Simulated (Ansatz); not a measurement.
**CH₄InO₂ radical: basis-set convergence**

The task here is to estimate one member of a computed series from the others.

Computed with Ansatz 0.2.0, Gaussian basis. Level: one geometry, several basis sets.

Levels to be run: PBE0-D4/def2-SVP; ωB97M-V/def2-SVP; PBE0-D4/def2-QZVPP; ωB97M-V/def2-QZVPP; the functionals' def2-TZVPP values are taken from earlier runs.

## Structure used throughout

An earlier PBE0-D4 in a triple-zeta def2 set relaxation fixed the geometry. In takes the def2 core potential; no spin-orbit term is included.

SMILES `C[O][In][OH]`, 8 atoms, charge 0, spin multiplicity 2.

Atoms are counted from 1 here; the program's logs count them from 0.

Bond lengths: C1–O2 1.397 Å, C1–H5 1.097 Å, C1–H6 1.098 Å, C1–H7 1.098 Å, O2–In3 2.019 Å, In3–O4 2.005 Å, O4–H8 0.964 Å. Angles: O2–C1–H5 108.0°, O2–C1–H6 112.9°, O2–C1–H7 112.9°, H5–C1–H6 107.3°, H5–C1–H7 107.3°, H6–C1–H7 108.0°, C1–O2–In3 127.6°, O2–In3–O4 111.1°, In3–O4–H8 109.7°.

The first run:

in.yaml reads:

```yaml
crystal:
  periodic: [false, false, false]
  atoms:
    - {symbol: C, position_ang: [-0.552458, 1.338807, 0.506459]}
    - {symbol: O, position_ang: [0.213226, 0.228739, 0.140344]}
    - {symbol: In, position_ang: [-0.424966, -1.474353, -0.737141]}
    - {symbol: O, position_ang: [1.096637, -2.743050, -1.043100]}
    - {symbol: H, position_ang: [0.118715, 2.081397, 0.954813]}
    - {symbol: H, position_ang: [-1.321634, 1.100070, 1.252681]}
    - {symbol: H, position_ang: [-1.046372, 1.818323, -0.348846]}
    - {symbol: H, position_ang: [1.916853, -2.349943, -0.725221]}
basis:
  gaussian: {orbitals: def2-SVP}
magnetization: {spin_polarized: true, initial_magnetization: 1}
hamiltonian: {xc: pbe0, dispersion: d4}
output: {orbitals: {seedname: orbitals}}
```

Among the steps run: PBE0-D4 in def2-SVP; ωB97M-V in def2-SVP; PBE0-D4 in def2-QZVPP; ωB97M-V in def2-QZVPP.

One table of the session follows, with a row left open; its other results are not shown here.

It belongs to the step «Density functionals: the series». 

```
functional       basis  HOMO (eV)  LUMO (eV)
   PBE0-D4    def2-SVP      -6.42      -3.57
   PBE0-D4  def2-TZVPP      -6.54      -3.69
   PBE0-D4  def2-QZVPP      -6.58      -3.75
   ωB97M-V    def2-SVP      -8.52      -1.92
   ωB97M-V  def2-TZVPP          ?          ?
   ωB97M-V  def2-QZVPP      -8.70      -2.16
```

Q: Estimate the row for ωB97M-V, def2-TZVPP from the others.

The run gave: HOMO (eV): -8.66; LUMO (eV): -2.06. In the column «HOMO (eV)» it lies between ωB97M-V, def2-QZVPP (-8.70) and ωB97M-V, def2-SVP (-8.52).
